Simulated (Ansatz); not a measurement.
# Be: response to strain

Aim: deform Be (equal xy, yz and zx engineering shear strains of -1 %) and compute stress, forces and field gradients with LAPW, PAW and all-electron datasets made for the crystal.

Computed with Ansatz 0.2.0 (DFT PBEsol, scalar-relativistic, unless a step's input says otherwise).

## Step 1: The structure to begin with

The structure is cubic, space group Im-3m (No. 229). Conventional cell: a = 2.506 Å, b = 2.506 Å, c = 2.506 Å, α = 90.00°, β = 90.00°, γ = 90.00°. Around Be (site symmetry m-3m) lie 8 Be at 2.17 Å.

Structure file:

```cif
data_structure
_symmetry_space_group_name_H-M 'Im-3m'
_symmetry_Int_Tables_number 229
_cell_length_a 2.5062
_cell_length_b 2.5062
_cell_length_c 2.5062
_cell_angle_alpha 90.000
_cell_angle_beta 90.000
_cell_angle_gamma 90.000
_cell_volume 15.74
loop_
_atom_site_label
_atom_site_type_symbol
_atom_site_symmetry_multiplicity
_atom_site_Wyckoff_symbol
_atom_site_fract_x
_atom_site_fract_y
_atom_site_fract_z
_atom_site_occupancy
Be1 Be 2 a 0.00000 0.00000 0.00000 1
```

The file gives the conventional cell by its symmetry; the runs use the cell typed in the input.

## Step 2: After the deformation

Space group Im-3m before, R-3m after.

## Step 3: Full-potential LAPW

The input, input.yaml:

```yaml
crystal:
  lattice:
    - [-1.2656521608, 1.2531209513, 1.2531209513]
    - [1.2531209513, -1.2656521608, 1.2531209513]
    - [1.2531209513, 1.2531209513, -1.2656521608]
  atoms:
    - { symbol: Be, position: [0.0, 0.0, 0.0] }
kpoints:
  mp_grid: { grid: [23, 23, 23] }
  band_path:
    path:
      - [0.0, 0.0, 0.0]
      - [0.0, 0.0, 0.5]
      - [-0.5, 0.5, 0.5]
      - [-0.7524689983, 0.2475310017, 0.2475310017]
      - [0.2475310017, 0.2475310017, 0.2475310017]
      - [0.0, 0.0, 0.0]
      - [-0.5, 0.0, 0.5]
    npoints: 5
scf:
  occupations: { method: fermi_dirac, width: 0.03 }
hamiltonian:
  xc: pbesol
  pseudopotentials: { kind: all_electron, lapw: { basis_error: 0.00025 } }
output:
  forces: true
  stress: true
  eigenvalues: true
```

Run with:

```bash
> ansatz run input.yaml --threads 1 --pin off --max-ram 3072MiB --backend cpu --events-out ev --progress --plain --runs-dir out
```

## Step 4: Frozen-core PAW

The input, input.yaml:

```yaml
crystal:
  lattice:
    - [-1.2656521608, 1.2531209513, 1.2531209513]
    - [1.2531209513, -1.2656521608, 1.2531209513]
    - [1.2531209513, 1.2531209513, -1.2656521608]
  atoms:
    - { symbol: Be, position: [0.0, 0.0, 0.0] }
kpoints:
  mp_grid: { grid: [23, 23, 23] }
scf:
  occupations: { method: fermi_dirac, width: 0.03 }
hamiltonian:
  xc: pbesol
  pseudopotentials: { kind: paw }
output:
  forces: true
  stress: true
  eigenvalues: true
  efg: { contact_densities: true }
```

## Step 5: All-electron PAW on datasets made for the crystal

Changes to input.yaml since step 4:

```diff
@@ -13,3 +13,3 @@
   xc: pbesol
-  pseudopotentials: { kind: paw }
+  pseudopotentials: { kind: all_electron, datasets: crystal }
 output:
```

(Steps that only read results are left out.)

**Question.** What will these runs give? Wanted: pressure; largest shear or deviatoric stress.

**Answer**, as computed:

| quantity | value |
| --- | --- |
| pressure | LAPW -2.01, PAW -1.92, crystal datasets -2.02 GPa |
| largest shear or deviatoric stress (LAPW) | 2.05 GPa |

In words: The largest part of the stress beyond the pressure is 2.05 GPa in size. No run of the undeformed cell stands beside it, so the pressure holds what the given cell had before the change. PAW: stress within 0.09 GPa of LAPW. Crystal datasets: stress within 0.01 GPa of LAPW.
